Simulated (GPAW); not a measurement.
The system is NbTe.

```
CELL_PARAMETERS angstrom
3.70297 0.00000 0.00000
-1.85149 3.20687 0.00000
0.00000 0.00000 3.69421
ATOMIC_POSITIONS crystal
Te 0.66667 0.33333 0.00000
Nb 0.00000 0.00000 0.50000
```

The cell comes from a database or a generator and needn't be the stable form of this composition.

Base run:

```yaml
Program: GPAW 26.7.0
Functional: LDA
Potentials_or_basis: the program's PAW data sets (release 1.2.1) made for this functional
Cutoff: 600 eV
Basis: pw
k_mesh: 8 × 8 × 7
Occupations: fermi-dirac, width 0.05 eV
Spin: no spin polarisation
```

Its results: pressure -8.5 GPa.

**Question.** The run is repeated on the same cell with these changes: functional from LDA to revPBE. What comes out?

**Answer.** Pressure 0.1 GPa.

revPBE binds less tightly than LDA, so the same cell stands under more pressure.
